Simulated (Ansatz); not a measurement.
# C2H6B2O: vertical spin-state energies, by script

Which spin state of C2H6B2O lies lowest at this geometry? Wanted for C2H6B2O: vertical spin-state energies. SMILES: CC1BOB1.

All numbers are computed with the Python package of Ansatz 0.2.0. Level of theory: r2SCAN/def2-SVPD.

### Step 1. The system

Bond lengths: C1–C2 1.470 Å, C2–B3 1.560 Å, B3–O4 1.468 Å, C2–B5 1.584 Å, O4–B5 1.525 Å, C1–H6 1.147 Å, C1–H7 1.086 Å, C1–H8 1.156 Å, C2–H9 1.143 Å, B3–H10 1.220 Å, B5–H11 1.172 Å. Angles (14 of 19 angles, heavy atoms first): C1–C2–B3 113.3°, C1–C2–B5 113.4°, B3–C2–B5 91.5°, C2–B3–O4 86.8°, B3–O4–B5 97.5°, C2–B5–O4 84.0°, C1–C2–H9 110.5°, B3–C2–H9 112.8°, B5–C2–H9 114.4°, C2–C1–H6 112.3°, C2–C1–H7 113.2°, C2–C1–H8 111.3°, C2–B3–H10 126.3°, O4–B3–H10 128.1°.

Input file c2h6b2o.xyz:

```xyz
11

C    -1.06360    0.25930    0.60220
C     0.30010   -0.20420    0.31040
B     1.16050    0.85020   -0.45300
O     1.28160   -0.14660   -1.52360
B     0.37440   -1.20900   -0.91170
H    -1.07750    1.12770    1.35100
H    -1.70600   -0.52270    0.99580
H    -1.55970    0.71830   -0.33540
H     0.80610   -0.58160    1.26320
H     2.03770    1.55060    0.02610
H    -0.48820   -1.89920   -1.30440
```

### Step 2. The code

The input, c2h6b2o.py:

```python
"""Vertical spin-state energies of C2H6B2O."""

import ansatz as az

system = az.Crystal.molecule_from_extxyz("c2h6b2o.xyz")

calculation = (
    system.calculation()
    .basis(gaussian="def2-SVPD")
    .functional("r2SCAN")
)
found = {}
for unpaired in [0, 2]:
    data = calculation.spin("collinear", total=unpaired).run().report
    s = unpaired / 2
    found[unpaired] = data["free_energy_ev"]
    print(f"2S+1 = {unpaired + 1}: E = {found[unpaired]:.5f} eV, <S^2> = {abs(data['mean_field']['state']['spin_squared']):.3f} (pure state {s * (s + 1):.2f})")
lowest = min(found, key=found.get)
for unpaired, e in found.items():
    print(f"multiplicity {unpaired + 1}: {(e - found[lowest]):.3f} eV above the lowest")
```

### Step 3. The input behind the calls

The package turns the script's settings into the engine's input (first run):

```yaml
crystal:
  periodic: [false, false, false]
  atoms:
    - { symbol: C, position_ang: [-1.0636, 0.2593, 0.6022] }
    - { symbol: C, position_ang: [0.3001, -0.2042, 0.3104] }
    - { symbol: B, position_ang: [1.1605, 0.8502, -0.453] }
    - { symbol: O, position_ang: [1.2816, -0.1466, -1.5236] }
    - { symbol: B, position_ang: [0.3744, -1.209, -0.9117] }
    - { symbol: H, position_ang: [-1.0775, 1.1277, 1.351] }
    - { symbol: H, position_ang: [-1.706, -0.5227, 0.9958] }
    - { symbol: H, position_ang: [-1.5597, 0.7183, -0.3354] }
    - { symbol: H, position_ang: [0.8061, -0.5816, 1.2632] }
    - { symbol: H, position_ang: [2.0377, 1.5506, 0.0261] }
    - { symbol: H, position_ang: [-0.4882, -1.8992, -1.3044] }
basis:
  gaussian:
    orbitals: def2-SVPD
hamiltonian:
  xc: r2scan
magnetization:
  spin_polarized: true
  initial_magnetization: 0.0
```

### Step 4. The run

Run with:

```console
$ python c2h6b2o.py
```

**Question.** Which spin state is lowest at this geometry, and how far above lie the others?

The runs gave:

```
        quantity             value
   runs compared                 2
          lowest  run 1 (2S+1 = 1)
next above it by          2.594 eV
```

**Reading.** In order: multiplicity 1 (+0.00 eV) and multiplicity 3 (+2.59 eV), all at the one geometry. The geometry is a force-field or estimated start, not a minimum of this method, and the basis set is short of its limit. All parts are taken at fixed geometry, without zero-point energy.
